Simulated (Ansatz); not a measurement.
# P: the cost of one run

Program: Ansatz 0.2.0. Level of theory: DFT PBEsol, scalar-relativistic, plane waves, PAW. These are calculated values, not measurements.

3 further runs of the same task are left out: 3 set aside as unsound or not needed.

## (1) The system as given

The structure is orthorhombic, space group Cmce (No. 64). The conventional cell has a = 3.319 Å, b = 10.271 Å, c = 4.176 Å, α = 90.00°, β = 90.00°, γ = 90.00°. P (site symmetry m) has 3 P at 2.23 to 2.25 Å as nearest neighbours.

Coordinates:

```cif
data_structure
_symmetry_space_group_name_H-M 'P 1'
_symmetry_Int_Tables_number 1
_cell_length_a 5.3969
_cell_length_b 5.3969
_cell_length_c 4.1761
_cell_angle_alpha 90.000
_cell_angle_beta 90.000
_cell_angle_gamma 144.189
_cell_volume 71.17
loop_
_atom_site_label
_atom_site_type_symbol
_atom_site_fract_x
_atom_site_fract_y
_atom_site_fract_z
_atom_site_occupancy
P1 P 0.89433 0.10567 0.07179 1
P2 P 0.60567 0.39433 0.57179 1
P3 P 0.10567 0.89433 0.92821 1
P4 P 0.39433 0.60567 0.42821 1
```

This cell was relaxed beforehand with the same method: volume 17.79 Å³/atom, gap on the mesh none (metal).

## (2) Elastic constants, atoms relaxed

input.yaml

```yaml
crystal:
  lattice:
    - [1.6592721425, -5.1354658672, 0.0]
    - [1.6592721425, 5.1354658672, 0.0]
    - [0.0, 0.0, 4.1761469604]
  atoms:
    - { symbol: P, position: [0.894327435, 0.105672565, 0.071792764] }
    - { symbol: P, position: [0.605672565, 0.394327435, 0.571792764] }
    - { symbol: P, position: [0.105672565, 0.894327435, 0.928207236] }
    - { symbol: P, position: [0.394327435, 0.605672565, 0.428207236] }
basis:
  ecutwfc: 420
kpoints:
  mp_grid: { grid: [14, 14, 10] }
hamiltonian:
  xc: pbesol
scf:
  occupations: { method: fermi_dirac, width: 0.15 }
output:
  forces: true
  stress: true
  eigenvalues: true
elastic:
  mode: relaxed_ion
  amplitude: 0.005
  stencil: two_point
```

Command:

```bash
> ansatz run input.yaml --threads 1 --pin off --max-ram 4096MiB --backend cpu --events-out ev --progress --plain --runs-dir out
```

**Question.** How long does this run take on 1 thread of Arm Neoverse V1, shared host, and how much memory does it need?

About 28 min, with a peak of 0.93 GiB.
